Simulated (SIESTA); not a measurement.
Input of a SIESTA 5.4.2 run:

Cu3Sn.fdf

```
SystemName                      Cu3Sn
SystemLabel                     Cu3Sn
NumberOfSpecies                 2
NumberOfAtoms                   8
%block ChemicalSpeciesLabel
  1  50 Sn
  2  29 Cu
%endblock ChemicalSpeciesLabel

LatticeConstant                 1.0 Ang
%block LatticeVectors
     5.5067939614     0.0000000000     0.0000000000
    -2.7533969807     4.7690234640     0.0000000000
     0.0000000000     0.0000000000     4.2726883800
%endblock LatticeVectors
AtomicCoordinatesFormat         Fractional
%block AtomicCoordinatesAndAtomicSpecies
     0.6666666667     0.3333333333     0.7500000000  1  Sn
     0.3333333333     0.6666666667     0.2500000000  1  Sn
     0.8442271400     0.1557728600     0.2500000000  2  Cu
     0.6884542800     0.8442271400     0.7500000000  2  Cu
     0.1557728600     0.3115457200     0.7500000000  2  Cu
     0.8442271400     0.6884542800     0.2500000000  2  Cu
     0.3115457200     0.1557728600     0.2500000000  2  Cu
     0.1557728600     0.8442271400     0.7500000000  2  Cu
%endblock AtomicCoordinatesAndAtomicSpecies

%block kgrid.MonkhorstPack
    6   0   0  0.0
    0   6   0  0.0
    0   0   6  0.0
%endblock kgrid.MonkhorstPack
XC.Functional                   GGA
XC.Authors                      PBEsol
PAO.BasisSize                   DZP
PAO.EnergyShift                 0.003 Ry
Mesh.Cutoff                     800 Ry
OccupationFunction              FD
ElectronicTemperature           0.05 eV
MaxSCFIterations                120
SCF.MustConverge                false
SCF.Mixer.Method                Pulay
SCF.Mixer.Weight                0.25
SCF.Mixer.History               8
SCF.DM.Tolerance                5.0e-05
SCF.H.Tolerance                 1.0e-03 eV
WriteForces                     true
Charge.Mulliken                 end
BandLinesScale                  ReciprocalLatticeVectors
%block BandLines
    1    0.000000   0.000000   0.000000  \Gamma
    9    0.500000   0.000000   0.000000  M
    5    0.333333   0.333333   0.000000  K
   10    0.000000   0.000000   0.000000  \Gamma
   10    0.000000   0.000000   0.500000  A
    9    0.500000   0.000000   0.500000  L
    5    0.333333   0.333333   0.500000  H
   10    0.000000   0.000000   0.500000  A
    1    0.500000   0.000000   0.500000  L
   10    0.500000   0.000000   0.000000  M
    1    0.333333   0.333333   0.000000  K
   10    0.333333   0.333333   0.500000  H
%endblock BandLines
%block PAO.Basis
  Sn 4
  n=5 0 2
    6.406 0.000
  n=5 1 2
    8.599 0.000
  n=4 2 2
    3.767 0.000
  n=5 2 1
    8.599
  Cu 5
  n=3 0 2
    2.374 0.000
  n=4 0 2
    7.224 0.000
  n=3 1 2
    2.662 0.000
  n=4 1 1
    7.224
  n=3 2 2
    4.908 0.000
%endblock PAO.Basis
```

Potentials or basis: PseudoDojo 0.4 standard (PBEsol files), DZP (energy shift 0.003 Ry; two zetas on semicore shells).

Command:

```bash
$ siesta Cu3Sn.fdf > Cu3Sn.out 2>&1
```

Q: What does it give for the largest force?

A: 0.087 eV/Å.

Q: Predict the band gap on the k mesh.

A: None (metal or under the smearing width).

Q: What does it give for the pressure?

A: -1.1 GPa.

Levels at the corners of the path, in eV from the Fermi level:
```tsv
point	band 69	band 70	band 71	band 72	band 73	band 74
Γ	-1.75	-1.75	-0.99	-0.99	1.08	3.13
M	0.24	0.39	0.86	1.22	1.60	2.75
K	-0.32	0.16	0.91	0.91	1.25	1.86
Γ	-1.75	-1.75	-0.99	-0.99	1.08	3.13
A	-1.83	-1.83	-1.71	-1.71	0.55	0.55
L	-1.50	-1.50	-1.32	-1.32	4.31	4.31
H	-2.19	-2.19	0.79	0.79	2.46	2.46
A	-1.83	-1.83	-1.71	-1.71	0.55	0.55
L	-1.50	-1.50	-1.32	-1.32	4.31	4.31
M	0.24	0.39	0.86	1.22	1.60	2.75
K	-0.32	0.16	0.91	0.91	1.25	1.86
H	-2.19	-2.19	0.79	0.79	2.46	2.46
```

Caveat: short orbitals over semicore shells can move pressures by several GPa; spin-orbit coupling is left out, which moves the levels of the heavy elements; the basis of atomic orbitals isn't converged, which shifts pressures, moduli and gaps.
